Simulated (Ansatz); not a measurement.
**CH₄BGeI: one species, many methods**

An exercise on one series of results from a longer session: the logs are not shown, and one member is left open.

Program: Ansatz 0.2.0, Gaussian basis. Level of theory: functionals in def2-TZVPP, the program's frozen cores in correlated methods. These are calculated values, not measurements.

Levels to be run: LDA (SPW92), PBE-D4, revPBE-D4, BLYP-D4, r2SCAN-D4, B97M-V, PBE0-D4, B3LYP-D4, r2SCANh-D4, r2SCAN0-D4, HSE06-D4, BHLYP-D4, CAM-B3LYP-D4, LC-ωPBE, ωB97X-V, ωB97M-V, B2PLYP, PBE-QIDH; CCSD(T)/def2-SVP; CCSD(T)/def2-TZVPP; MP2/def2-QZVPP; extrapolation to the limit; RPA on PBE.

## The geometry

The geometry comes from an earlier relaxation with PBE0-D4 in a triple-zeta def2 set; it is a stationary point, not always the lowest conformer. I takes the def2 core potential; no spin-orbit term is included.

SMILES `[I][GeH]1[BH][CH2]1`, 8 atoms, charge 0, spin multiplicity 1.

Atoms are counted from 1 here; the program's logs count them from 0.

Bond lengths: I1–Ge2 2.509 Å, Ge2–B3 1.968 Å, Ge2–C4 2.356 Å, Ge2–H5 1.539 Å, B3–C4 1.455 Å, B3–H6 1.185 Å, C4–H7 1.090 Å, C4–H8 1.091 Å. Angles: I1–Ge2–B3 122.2°, I1–Ge2–C4 129.4°, I1–Ge2–H5 105.3°, B3–Ge2–C4 38.0°, B3–Ge2–H5 126.8°, C4–Ge2–H5 93.8°, Ge2–B3–C4 85.6°, Ge2–B3–H6 128.4°, C4–B3–H6 135.8°, Ge2–C4–B3 56.4°, Ge2–C4–H7 81.6°, Ge2–C4–H8 145.3°, B3–C4–H7 126.9°, B3–C4–H8 121.4°, H7–C4–H8 111.7°.

The first run:

Input file in.yaml:

```yaml
crystal:
  periodic: [false, false, false]
  atoms:
    - {symbol: I, position_ang: [-2.160635, 2.193716, -1.035651]}
    - {symbol: Ge, position_ang: [0.020729, 1.070649, -0.509472]}
    - {symbol: B, position_ang: [0.287067, 0.015239, 1.130576]}
    - {symbol: C, position_ang: [0.431635, -1.125158, 0.238062]}
    - {symbol: H, position_ang: [0.698689, 0.842320, -1.871741]}
    - {symbol: H, position_ang: [-0.174258, 0.199260, 2.206462]}
    - {symbol: H, position_ang: [1.005376, -1.161976, -0.687761]}
    - {symbol: H, position_ang: [-0.016502, -2.091150, 0.473722]}
basis:
  gaussian: {orbitals: def2-TZVPP}
hamiltonian: {xc: lda}
output: {orbitals: {seedname: orbitals}}
```

The run is started by

```sh
ansatz run in.yaml --threads 4 --pin off --events-out ev --progress --plain --max-ram 10444MiB
```

Steps of the session up to this table: LDA; PBE-D4 (GGA); revPBE-D4 (GGA); BLYP-D4 (GGA); r2SCAN-D4 (meta-GGA); B97M-V (meta-GGA); B3LYP-D4 (hybrid); r2SCANh-D4 (hybrid); r2SCAN0-D4 (hybrid); HSE06-D4 (hybrid); BHLYP-D4 (hybrid); CAM-B3LYP-D4 (range-separated); LC-ωPBE (range-separated); ωB97X-V (range-separated); ωB97M-V (range-separated); B2PLYP (double hybrid); PBE-QIDH (double hybrid).

One table of the session follows, with a row left open; its other results are not shown here.

It belongs to the step «Orbital energies across the functionals». 

| functional | HOMO (eV) | LUMO (eV) | gap (eV) |
| --- | --- | --- | --- |
| LDA (SPW92) | -6.25 | -2.87 | 3.38 |
| PBE-D4 | -6.08 | -2.65 | 3.42 |
| revPBE-D4 | -6.02 | -2.57 | 3.45 |
| BLYP-D4 | -5.90 | -2.53 | 3.37 |
| r2SCAN-D4 | -6.27 | -2.53 | 3.75 |
| B97M-V | -6.21 | -2.45 | 3.76 |
| PBE0-D4 | -7.01 | -1.91 | 5.10 |
| B3LYP-D4 | -6.80 | -2.10 | 4.71 |
| r2SCANh-D4 | -6.62 | -2.25 | 4.37 |
| r2SCAN0-D4 | -7.14 | -1.84 | 5.30 |
| HSE06-D4 | -6.62 | -2.27 | 4.35 |
| BHLYP-D4 | -7.76 | -1.04 | 6.72 |
| CAM-B3LYP-D4 | ? | ? | ? |
| LC-ωPBE | -9.40 | 0.10 | 9.50 |
| ωB97X-V | -9.08 | 0.04 | 9.13 |
| ωB97M-V | -9.00 | -0.09 | 8.91 |

Estimate the missing values for CAM-B3LYP-D4.

**Answer.** HOMO (eV): -8.15; LUMO (eV): -0.92; gap (eV): 7.24. In the column «HOMO (eV)» it lies between ωB97M-V (-9.00) and BHLYP-D4 (-7.76).
